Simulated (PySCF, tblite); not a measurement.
# triethylsilane (C₆H₁₆Si): infrared bands and NMR shifts

Aim: predict the infrared bands and NMR shifts of triethylsilane (C₆H₁₆Si) (`CC[SiH](CC)CC`).

The runs use tblite 0.8.0 and PySCF 2.14.0, with density-fitted response routines of our own; the level of theory stands in each step. All values are computed, except where a source is named. Atoms count from 0, in the outputs and in this text.

## 1. The molecule as given

23 atoms, charge 0, multiplicity 1; geometry from: GFN2-xTB.

Bonds of the start (Å): C0–C1 1.53, C1–Si2 1.91, Si2–C3 1.91, C3–C4 1.52, Si2–C5 1.91, C5–C6 1.52, C0–H7 1.09, C0–H8 1.09, C0–H9 1.09, C1–H10 1.09, C1–H11 1.09, Si2–H12 1.48, C3–H13 1.09, C3–H14 1.09, C4–H15 1.09, C4–H16 1.09, C4–H17 1.09, C5–H18 1.09, C5–H19 1.09, C6–H20 1.09, C6–H21 1.09, C6–H22 1.09.

## 2. Harmonic vibrations with GFN2-xTB

What the job is given:

```
{"job": {"kind": "ir", "xc": "GFN2-xTB", "basis": "xTB"}, "charge": 0, "multiplicity": 1}
C     -1.595203    -1.315202     0.904329
C     -0.461451    -0.442513     1.436609
Si     0.546179     0.431569     0.066500
C     -0.576897     1.578702    -0.965752
C     -1.260654     2.652942    -0.128602
C      1.350584    -0.849181    -1.097849
C      2.282814    -1.811478    -0.371634
H     -2.135363    -1.789027     1.723046
H     -2.303017    -0.720683     0.331123
H     -1.207785    -2.098324     0.256517
H      0.205622    -1.059115     2.041018
H     -0.878085     0.304669     2.113858
H      1.600766     1.233438     0.719042
H      0.014703     2.062143    -1.744565
H     -1.340632     0.994112    -1.481674
H     -1.905707     2.202209     0.621421
H     -1.869405     3.306679    -0.751525
H     -0.522018     3.263405     0.384890
H      1.915038    -0.330629    -1.874179
H      0.580757    -1.425323    -1.614337
H      2.746047    -2.508976    -1.067984
H      1.736608    -2.387209     0.371247
H      3.072348    -1.265225     0.138579
```

**Question.** This job is followed by: GIAO PBE0/pcSseg-1 NMR shielding, non-relativistic, gas phase. Predict these results of the whole session: strongest single infrared mode (GFN2-xTB); zero-point energy (GFN2-xTB); 13C shifts against TMS (PBE0/pcSseg-1, means over atoms taken as alike); 1H shifts against TMS (PBE0/pcSseg-1, means over atoms taken as alike); 29Si shifts against TMS (PBE0/pcSseg-1).

**Answer**, as computed:

```
                                                               quantity                  value
                              strongest single infrared mode (GFN2-xTB)  2149 cm⁻¹, 354 km/mol
                                           zero-point energy (GFN2-xTB)         128.1 kcal/mol
13C shifts against TMS (PBE0/pcSseg-1, means over atoms taken as alike)          10.0, 5.1 ppm
 1H shifts against TMS (PBE0/pcSseg-1, means over atoms taken as alike)   4.13, 1.04, 0.69 ppm
                                29Si shifts against TMS (PBE0/pcSseg-1)               -6.6 ppm
```

No mode is imaginary among the 63: a minimum at this level. The strongest single mode, at 2149 cm⁻¹, moves mainly H12. Unscaled tight-binding wavenumbers are off by several per cent, some by more. Its intensities can rank the bands wrongly. At PBE0/pcSseg-1: The widest tensor belongs to Si2: span 65 ppm, with a paramagnetic part of -527 ppm.
